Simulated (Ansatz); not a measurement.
# CH7AlClNSi: one species, many methods

One table from this session's results is given with a row withheld; the runs are named, their logs left out.

The runs use Ansatz 0.2.0, Gaussian basis; functionals in def2-TZVPP, the program's frozen cores in correlated methods.

Plan: PBE-D4, r2SCAN-D4, PBE0-D4, B3LYP-D4, ωB97X-V, ωB97M-V, B2PLYP; CCSD(T)/def2-TZVPP; MP2/def2-QZVPP; extrapolation to the limit.

**The relaxed structure**

The geometry comes from an earlier relaxation with PBE0-D4 in a triple-zeta def2 set; it is a stationary point, not always the lowest conformer.

12 atoms, charge 0, spin multiplicity 1.

Atoms are counted from 1 here; the program's logs count them from 0.

Bond lengths: N1–Al2 1.758 Å, N1–H6 1.008 Å, N1–H7 1.007 Å, Al2–C3 1.970 Å, Al2–H8 1.582 Å, C3–Si4 1.875 Å, C3–Cl5 1.807 Å, C3–H9 1.095 Å, Si4–H10 1.485 Å, Si4–H11 1.490 Å, Si4–H12 1.486 Å. Angles: Al2–N1–H6 123.6°, Al2–N1–H7 125.5°, H6–N1–H7 110.9°, N1–Al2–C3 118.1°, N1–Al2–H8 120.8°, C3–Al2–H8 121.2°, Al2–C3–Si4 114.9°, Al2–C3–Cl5 109.4°, Al2–C3–H9 109.7°, Si4–C3–Cl5 107.8°, Si4–C3–H9 108.2°, Cl5–C3–H9 106.5°, C3–Si4–H10 111.6°, C3–Si4–H11 108.4°, C3–Si4–H12 109.4°, H10–Si4–H11 109.4°, H10–Si4–H12 109.2°, H11–Si4–H12 108.7°.

Set-up of the first run:

Contents of in.yaml:

```yaml
crystal:
  periodic: [false, false, false]
  atoms:
    - {symbol: N, position_ang: [0.049706, 2.051073, 1.452498]}
    - {symbol: Al, position_ang: [-0.761215, 0.572083, 0.956353]}
    - {symbol: C, position_ang: [-0.387457, -0.129505, -0.845994]}
    - {symbol: Si, position_ang: [0.577131, -1.737277, -0.883798]}
    - {symbol: Cl, position_ang: [0.549465, 1.097517, -1.784639]}
    - {symbol: H, position_ang: [0.667614, 2.576098, 0.854318]}
    - {symbol: H, position_ang: [-0.042523, 2.495379, 2.350919]}
    - {symbol: H, position_ang: [-1.742743, -0.181765, 1.941571]}
    - {symbol: H, position_ang: [-1.328368, -0.282426, -1.385205]}
    - {symbol: H, position_ang: [0.850848, -2.177163, -2.275952]}
    - {symbol: H, position_ang: [-0.220901, -2.781633, -0.181431]}
    - {symbol: H, position_ang: [1.865443, -1.557780, -0.164540]}
basis:
  gaussian: {orbitals: def2-TZVPP}
hamiltonian: {xc: pbe, dispersion: d4}
output: {forces: true, orbitals: {seedname: orbitals}}
```

The run is started by

```console
> ansatz run in.yaml --threads 4 --pin off --events-out ev --progress --plain --max-ram 10444MiB
```

Steps of the session up to this table: PBE-D4 (GGA); r2SCAN-D4 (meta-GGA); PBE0-D4 (hybrid); B3LYP-D4 (hybrid); ωB97X-V (range-separated); ωB97M-V (range-separated); B2PLYP (double hybrid); CCSD(T) in def2-TZVPP; MP2 in def2-QZVPP.

One of the session's tables, all rows but one given; the rest of the session is left out.

| method | atomisation energy (kcal/mol) |
| --- | --- |
| PBE-D4 | 919.4 |
| r2SCAN-D4 | ? |
| PBE0-D4 | 908.6 |
| B3LYP-D4 | 913.2 |
| ωB97X-V | 920.0 |
| ωB97M-V | 918.3 |
| B2PLYP | 900.9 |
| HF/def2-TZVPP | 661.5 |
| MP2/def2-TZVPP | 896.2 |
| CCSD/def2-TZVPP | 875.7 |
| CCSD(T)/def2-TZVPP | 888.4 |
| MP2/CBS | 923.7 |
| CCSD(T)/CBS | 915.9 |

Q: Estimate the row for r2SCAN-D4 from the others.

**Answer.** atomisation energy (kcal/mol): 913.9. In the column «atomisation energy (kcal/mol)» it lies between B3LYP-D4 (913.2) and CCSD(T)/CBS (915.9).

Limits of these values: Free atoms (1 N, 1 Al, 1 C, 1 Si, 1 Cl, 7 H) were run apart at each level; the atomisation energy is their sum less the molecule, without zero-point or spin-orbit terms.
